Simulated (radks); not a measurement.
# Ge⁺ in [Ar] 3d10 4s2 4p1: an all-electron calculation

One table from this session's results is given with a row withheld; the runs are named, their logs left out.

Method: Dirac Kohn-Sham, exchange-only PBE, spin-unpolarised, spherical densities, finite nucleus; open shells are shared between the two j in proportion to 2j + 1. Code: radks (a radial shooting solver on a logarithmic mesh, Libxc functionals) version 1.

## The system

| Quantity | Value |
| --- | --- |
| element | germanium (Z = 32) |
| charge | +1 |
| electrons | 31 |
| configuration | [Ar] 3d10 4s2 4p1 |
| nuclear rms radius | 4.0742 fm |

Outer shells as boxes (Hund's rule):

Ge⁺
```
[Ar] core
3d [↑↓][↑↓][↑↓][↑↓][↑↓]
4s [↑↓]
4p [↑ ][  ][  ]
```

Set-up of the first run:

The run's settings:

```text
Z 32
configuration [Ar] 3d10 4s2 4p1
relativity Dirac
functional pbe,
spin unpolarised
j_filling average
nucleus finite rms 4.0742 fm
c 137.035999084
```

One table of the session follows, with a row left open; its other results are not shown here.

It belongs to the step «Shells». From the orbitals of this run (lengths in bohr):

| level | <r> | outermost maximum (interpolated) | 90 % within | nodes |
| --- | --- | --- | --- | --- |
| 1s1/2 | 0.04700 | 0.0307 | 0.0840 | 0 |
| 2s1/2 | 0.2098 | 0.176 | 0.325 | 1 |
| 2p1/2 | 0.1812 | 0.139 | 0.297 | 0 |
| 2p3/2 | 0.1848 | 0.142 | 0.302 | 0 |
| 3s1/2 | 0.6242 | 0.542 | 0.934 | 2 |
| 3p1/2 | 0.6399 | 0.537 | 0.985 | 1 |
| 3p3/2 | 0.6507 | 0.546 | 1.00 | 1 |
| 3d3/2 | 0.7332 | 0.502 | 1.25 | 0 |
| 3d5/2 | 0.7385 | 0.504 | 1.25 | 0 |
| 4s1/2 | ? | ? | ? | ? |
| 4p1/2 | 2.586 | 2.07 | 3.99 | 2 |
| 4p3/2 | 2.628 | 2.11 | 4.05 | 2 |

Estimate the missing values for 4s1/2.

As computed: <r>: 2.042; outermost maximum (interpolated): 1.71; 90 % within: 3.06; nodes: 3. In the column «<r>» it lies between 3d5/2 (0.7385) and 4p1/2 (2.586).

Limits of these values: Spin polarisation and multiplet splitting are left out.
